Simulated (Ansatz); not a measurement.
A first try at a polarisability from point charges of H4Se2Si, SMILES [SeH][SiH2][SeH], using Ansatz 0.2.0 through its Python package.

Run as a notebook:

In [1]:
```python
import ansatz as az
import numpy as np
```

In [2]:
```python
params = {
    'basis_set': 'def2-SVPD',
    'method': 'MP2',
}
```

In [3]:
```python
system = (
    az.Crystal.molecule()
    .atom('Se', [-1.855, -0.3686, 0.4018])
    .atom('Si', [0.1316, 0.6599, 0.1245])
    .atom('Se', [1.6001, -0.882, -0.6407])
    .atom('Xx', [-1.8506, -0.6974, -1.101])
    .atom('H', [0.0294, 1.7492, -0.8693])
    .atom('H', [0.5913, 1.2151, 1.4148])
    .atom('H', [1.4144, -1.7443, 0.6242])
)
```
```text
Traceback (most recent call last):
  File "<cell 3>", line 6, in <module>
    .atom('Xx', [-1.8506, -0.6974, -1.101])
     ~~~~^^^^^^^^^^^^^^^^^^^^^^^^^^^^^^^^^^
  ...
ansatz.errors.InputError: .atom('Xx', …): `Xx` is not an element symbol (H … Og, case-exact)
```

What is wrong, and how is it mended?

The fault: the element symbol isn't valid. Mended:

```diff
--- before
+++ after
@@
     .atom('Se', [1.6001, -0.882, -0.6407])
-    .atom('Xx', [-1.8506, -0.6974, -1.101])
+    .atom('H', [-1.8506, -0.6974, -1.101])
     .atom('H', [0.0294, 1.7492, -0.8693])
```

Notebook, run cell by cell (the value of a cell's last expression is shown):

(earlier cells as before)

In [3]:
```python
system = (
    az.Crystal.molecule()
    .atom('Se', [-1.855, -0.3686, 0.4018])
    .atom('Si', [0.1316, 0.6599, 0.1245])
    .atom('Se', [1.6001, -0.882, -0.6407])
    .atom('H', [-1.8506, -0.6974, -1.101])
    .atom('H', [0.0294, 1.7492, -0.8693])
    .atom('H', [0.5913, 1.2151, 1.4148])
    .atom('H', [1.4144, -1.7443, 0.6242])
)
```

In [4]:
```python
calc = (
    system.calculation()
    .basis(gaussian=params['basis_set'])
    .correlation(params['method'])
    .forces()
)
# charges +q and -q at -R and +R make a nearly even field 2 k q / R^2 at the centre
centre = np.mean([site.position_ang for site in system.cartesian_sites], axis=0)
field = 2 * 14.399645 * 2.0 / 40.0 ** 2
```

In [5]:
```python
def dipole(axis, sign):
    arm = 40.0 * np.eye(3)[axis]
    pair = [{'charge': sign * 2.0, 'position_ang': (centre - arm).tolist()}, {'charge': -sign * 2.0, 'position_ang': (centre + arm).tolist()}]
    deck = calc.input().set(az.key.basis.gaussian.point_charges, pair)
    return np.array(az.Session.from_dict(deck).plan().execute().report['charge_distribution']['dipole_moment_e_ang'])
```

In [6]:
```python
print(f'field {field:.4f} V/A')
alpha = np.array([(dipole(axis, 1) - dipole(axis, -1)) / (2 * field) * 14.399645 for axis in range(3)])
print('polarisability tensor (A^3)')
print(np.array2string(alpha, precision=3, suppress_small=True))
print(f'mean {np.trace(alpha) / 3:.3f} A^3 = {np.trace(alpha) / 3 / 0.14818471:.2f} bohr^3')
```
```text
field 0.0360 V/A
polarisability tensor (A^3)
[[15.05  -0.477 -0.856]
 [-0.474 12.018  0.349]
 [-0.843  0.354 10.924]]
mean 12.664 A^3 = 85.46 bohr^3
```

The geometry is a force-field or estimated start, not a minimum of this method, and the basis set is short of its limit. The field of two point charges is only nearly even. The whole script took 94 s on 1 thread of Intel(R) Xeon(R) Platinum 8488C (Sapphire Rapids), with other jobs on the host, peak memory 0.5 GiB.

(Lines on the test bed's own set-up are left out of the output.)
